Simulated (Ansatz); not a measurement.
# GeAsH2+ (triplet): wave-function methods side by side, cc-pVTZ

One table from this session's results is given with a row withheld; the runs are named, their logs left out.

Program: Ansatz 0.2.0, Gaussian basis. Level of theory: cc-pVTZ, core rule «outside noble gas», up to 28 orbitals frozen. These are calculated values, not measurements.

The runs, in order: UHF; CCSD(T) on ROHF; CCSD(T) on UHF; BCCD(T) on ROHF; CCSDT(Q) on ROHF; CCSDT(Q) on UHF; CASSCF and MRCISD+Q, 10 electrons in 10 orbitals; CASSCF and NEVPT2, 10 electrons in 10 orbitals.

5 further runs of the same task are left out: 5 set aside as unsound or not needed.

## The geometry

The geometry is a PBE0/def2-TZVP stationary point (not a proven minimum) of the parent state, kept for this charge and spin. No spin-orbit coupling is included. The filled d shell of Ge, As may be among the frozen orbitals whatever the setting's name suggests; the logs give the count.

4 atoms, charge 1, spin multiplicity 3.

Atoms are counted from 1 here; the program's logs count them from 0.

Bond lengths: Ge1–As2 2.506 Å, Ge1–H3 1.559 Å, As2–H4 1.525 Å. Angles: As2–Ge1–H3 115.1°, Ge1–As2–H4 92.9°.

The first run:

in.yaml reads:

```yaml
crystal:
  periodic: [false, false, false]
  atoms:
    - {symbol: Ge, position_ang: [0.000000, -0.057184, 1.266796]}
    - {symbol: As, position_ang: [0.000000, 0.057296, -1.236405]}
    - {symbol: H, position_ang: [0.000000, 1.323124, 1.991542]}
    - {symbol: H, position_ang: [0.000000, -1.460876, -1.383020]}
basis:
  gaussian: {orbitals: cc-pVTZ}
total_charge: 1
magnetization: {spin_polarized: true, initial_magnetization: 2}
hamiltonian: {xc: hf}
output: {orbitals: {seedname: orbitals}}
```

Run with:

```sh
> ansatz run in.yaml --threads 1 --pin off --events-out ev --progress --plain --max-ram 4096MiB --backend cpu
```

Among the steps run: UHF; CCSD(T) on ROHF; CCSD(T) on UHF; BCCD(T) on ROHF; CCSDT(Q) on ROHF; CCSDT(Q) on UHF; CASSCF and MRCISD+Q, 10 electrons in 10 orbitals; CASSCF and NEVPT2, 10 electrons in 10 orbitals.

One of the session's tables, all rows but one given; the rest of the session is left out.

| method | from UCCSDT(Q) (kJ/mol) |
| --- | --- |
| ROHF | ? |
| UHF | +593.4 |
| RMP2 | +123.2 |
| UMP2 | +128.5 |
| RCCSD | +32.0 |
| UCCSD | +30.2 |
| RCCSD(T) | +6.6 |
| UCCSD(T) | +6.2 |
| BCCD(T) | +6.7 |
| RCCSDT | +2.3 |
| UCCSDT | +1.5 |
| RCCSDT(Q) | +0.9 |
| UCCSDT(Q) | 0 |
| CASSCF valence | +422.5 |
| NEVPT2 valence | +98.3 |
| MRCISD valence | +35.5 |
| MRCISD+Q valence | +5.0 |

Q: Estimate the row for ROHF from the others.

The run gave: from UCCSDT(Q) (kJ/mol): +618.0. In the column «from UCCSDT(Q) (kJ/mol)» it is the highest.

Among the levels timed on like hardware and quicker than the yardstick, those that no quicker one beats, quickest first: BCCD(T) (10 s, +6.7 kJ/mol); UCCSD(T) (12 s, +6.2 kJ/mol); MRCISD+Q valence (18 s, +5.0 kJ/mol).

Limits of these values: Of the multireference levels listed MRCISD+Q valence comes nearest in total energy (+5.0 kJ/mol), which doesn't show that its space is the better one. Restricted and unrestricted rows rest on different reference determinants; where their highest levels disagree by more than a few hundredths of an eV, they describe different states and don't form one ladder.
